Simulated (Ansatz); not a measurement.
# SnTe: stress in a strained cell

SnTe is deformed so: equal xx and yy strain of +1 %. What stress and forces result, by LAPW, PAW and all-electron datasets made for the crystal?

Computed with Ansatz 0.2.0 (DFT PBEsol, scalar-relativistic, unless a step's input says otherwise).

### 1 Starting point

Symmetry: Fm-3m, No. 225, cubic system. Conventional cell: a = 6.313 Å, b = 6.313 Å, c = 6.313 Å, α = 90.00°, β = 90.00°, γ = 90.00°. Around Sn (site symmetry m-3m) lie 6 Te at 3.16 Å. Around Te (site symmetry m-3m) lie 6 Sn at 3.16 Å.

Structure file:

```cif
data_structure
_symmetry_space_group_name_H-M 'Fm-3m'
_symmetry_Int_Tables_number 225
_cell_length_a 6.3130
_cell_length_b 6.3130
_cell_length_c 6.3130
_cell_angle_alpha 90.000
_cell_angle_beta 90.000
_cell_angle_gamma 90.000
_cell_volume 251.60
loop_
_atom_site_label
_atom_site_type_symbol
_atom_site_symmetry_multiplicity
_atom_site_Wyckoff_symbol
_atom_site_fract_x
_atom_site_fract_y
_atom_site_fract_z
_atom_site_occupancy
Sn1 Sn 4 a 0.00000 0.00000 0.00000 1
Te1 Te 4 b 0.50000 0.00000 0.00000 1
```

The file gives the conventional cell by its symmetry; the runs use the cell typed in the input.

Atoms are numbered in the order of the input: Sn1, Te2.

### 2 The deformed structure

Space group Fm-3m before, I4/mmm after.

### 3 LAPW, all electrons

The input, input.yaml:

```yaml
crystal:
  lattice:
    - [0.0, 3.188065, 3.1565]
    - [3.188065, 0.0, 3.1565]
    - [3.188065, 3.188065, 0.0]
  atoms:
    - { symbol: Sn, position: [0.0, 0.0, 0.0] }
    - { symbol: Te, position: [0.5, 0.5, 0.5] }
kpoints:
  mp_grid: { grid: [11, 11, 11] }
  band_path:
    path:
      - [0.0, 0.0, 0.0]
      - [0.0, 0.5, 0.5]
      - [0.25, 0.75, 0.5]
      - [0.0, 0.5, 0.0]
      - [0.0, 0.0, 0.0]
      - [0.5, 0.5, 0.0]
      - [0.3775125, 0.6224875, 0.0]
      - [-0.3775125, 0.3775125, 0.0]
      - [0.0, 0.0, 0.0]
    npoints: 5
scf:
  occupations: { method: fermi_dirac, width: 0.08 }
hamiltonian:
  xc: pbesol
  pseudopotentials: { kind: all_electron, lapw: { basis_error: 0.00025 } }
output:
  forces: true
  stress: true
  eigenvalues: true
```

The run is started by

```console
$ ansatz run input.yaml --threads 1 --pin off --max-ram 3072MiB --backend cpu --events-out ev --progress --plain --runs-dir out
```

### 4 PAW on the default files

The input, input.yaml:

```yaml
crystal:
  lattice:
    - [0.0, 3.188065, 3.1565]
    - [3.188065, 0.0, 3.1565]
    - [3.188065, 3.188065, 0.0]
  atoms:
    - { symbol: Sn, position: [0.0, 0.0, 0.0] }
    - { symbol: Te, position: [0.5, 0.5, 0.5] }
kpoints:
  mp_grid: { grid: [11, 11, 11] }
scf:
  occupations: { method: fermi_dirac, width: 0.08 }
hamiltonian:
  xc: pbesol
  pseudopotentials: { kind: paw }
output:
  forces: true
  stress: true
  eigenvalues: true
  efg: { contact_densities: true }
```

### 5 Datasets made for this crystal

Changes to input.yaml since step 4:

```diff
@@ -14,3 +14,3 @@
   xc: pbesol
-  pseudopotentials: { kind: paw }
+  pseudopotentials: { kind: all_electron, datasets: crystal }
 output:
```

(Steps that only read results are left out.)

Q: Predict the outcome of this session. Wanted: pressure; largest shear or deviatoric stress.

**Answer**, as computed:

| quantity | value |
| --- | --- |
| pressure | LAPW -1.37, PAW -1.37, crystal datasets -1.37 GPa |
| largest shear or deviatoric stress (LAPW) | 0.79 GPa |

What this shows: The largest part of the stress beyond the pressure is 0.79 GPa in size, in the zz component; the atoms are carried along and not relaxed. No run of the undeformed cell stands beside it, so the pressure holds what the given cell had before the change. PAW: stress within 0.01 GPa of LAPW. Crystal datasets: stress within 0.01 GPa of LAPW. Spin-orbit coupling is left out, though the cell holds Te; in elements this heavy it can shift bands and gaps by tenths of an eV.
